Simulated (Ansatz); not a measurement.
The system is Co, a slab with vacuum.

```
CELL_PARAMETERS angstrom
2.47056 0.00000 0.00000
-1.23528 2.13957 0.00000
0.00000 0.00000 27.13235
ATOMIC_POSITIONS crystal
Co 0.33333 0.66667 0.27642
Co 0.00000 0.00000 0.35095
Co 0.66667 0.33333 0.42547
Co 0.00000 0.00000 0.50000
Co 0.33333 0.66667 0.57453
Co 0.00000 0.00000 0.64905
Co 0.66667 0.33333 0.72358
```

The slab is cut from a database's or a generator's crystal, which needn't be the stable form of the element.

The cell isn't the ideal one: the (0 0 1) slab of Co, cut from the database cell, not relaxed.

Base run:

* Program: Ansatz 0.2.0
* Functional: LDA
* Potentials or basis: Ansatz PAW
* Cutoff: 420 eV
* Density cutoff: 1680 eV
* k mesh: 12 × 12 × 1
* Occupations: fermi-dirac, width 0.05 eV
* Spin: collinear spin, ferromagnetic start
* Starting moments: [2.0, 2.0, 2.0, 2.0, 2.0, 2.0, 2.0] μB

Its results: band gap on the k mesh none (metal or under the smearing width); net moment 11.50 μB per cell; site moments Co +1.75, +1.68, +1.65, +1.64 μB; largest force 0.795 eV/Å.

Question: The run is repeated on the same cell with these changes: functional from LDA to PBEsol. What comes out?

Answer: Band gap on the k mesh none (metal or under the smearing width); net moment 11.87 μB per cell; site moments Co +1.82, +1.75, +1.73, +1.71 μB; largest force 0.529 eV/Å.

Caveats: the PAW data sets come from PBE, with cores solved anew for the run's functional, which leaves a small shift of forces and pressure.

Not every run made on this cell is shown here.
